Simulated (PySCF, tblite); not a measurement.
# C3H4F4S: infrared bands and NMR shifts

What infrared bands and NMR shifts should C3H4F4S (`FCSCC(F)(F)F`) show?

Computed with tblite 0.8.0 and PySCF 2.14.0, with density-fitted response routines of our own, on a single molecule in the gas phase. Atoms count from 0, in the outputs and in this text.

**1. Starting geometry**

12 atoms, charge 0, multiplicity 1; geometry from: GFN2-xTB.

Bonds of the start (Å): F0–C1 1.36, C1–S2 1.82, S2–C3 1.82, C3–C4 1.52, C4–F5 1.34, C4–F6 1.34, C4–F7 1.34, C1–H8 1.09, C1–H9 1.09, C3–H10 1.09, C3–H11 1.09.

**2. Infrared spectrum with GFN2-xTB**

Job settings and geometry (Å):

```
{"job": {"kind": "ir", "xc": "GFN2-xTB", "basis": "xTB"}, "charge": 0, "multiplicity": 1}
F      2.024658    -1.479842     0.284421
C      1.920451    -0.123648     0.283084
S      0.929104     0.449649    -1.129977
C     -0.662515    -0.341326    -0.723790
C     -1.509421     0.497123     0.215085
F     -1.810137     1.697029    -0.286943
F     -0.916359     0.711316     1.399733
F     -2.674686    -0.115427     0.482132
H      1.463338     0.181501     1.226602
H      2.918638     0.300629     0.159498
H     -0.475338    -1.317275    -0.275539
H     -1.206537    -0.460414    -1.660333
```

**Question.** This job is followed by: GIAO PBE0/pcSseg-1 NMR shielding, non-relativistic, gas phase. What will the session give for the following? strongest single infrared mode (GFN2-xTB); zero-point energy (GFN2-xTB); ¹³C shifts against TMS (PBE0/pcSseg-1); ¹H shifts against TMS (PBE0/pcSseg-1, means over atoms taken as alike); ¹⁹F shifts against CFCl3 (PBE0/pcSseg-1, means over atoms taken as alike); ³³S shifts against CS2 (PBE0/pcSseg-1).

The runs gave:

| quantity | value |
| --- | --- |
| strongest single infrared mode (GFN2-xTB) | 1047 cm⁻¹, 296 km/mol |
| zero-point energy (GFN2-xTB) | 44.3 kcal/mol |
| ¹³C shifts against TMS (PBE0/pcSseg-1) | 135.4, 91.0, 36.2 ppm |
| ¹H shifts against TMS (PBE0/pcSseg-1, means over atoms taken as alike) | 5.82, 3.24 ppm |
| ¹⁹F shifts against CFCl3 (PBE0/pcSseg-1, means over atoms taken as alike) | -83.5, -229.6 ppm |
| ³³S shifts against CS2 (PBE0/pcSseg-1) | 32 ppm |

What this shows: All 30 modes are real, so the xTB geometry is a minimum. The strongest single mode, at 1047 cm⁻¹, moves mainly C4. Unscaled tight-binding wavenumbers are off by several per cent, some by more. Its intensities can rank the bands wrongly. H8, H9 (mean) (hydrogen on an sp3 CH2 bonded to F and S) lies farthest downfield among hydrogen, at 5.82 ppm; its carbon carries F, hence the downfield position. At PBE0/pcSseg-1: The widest tensor belongs to S2: span 357 ppm, with a paramagnetic part of -584 ppm.
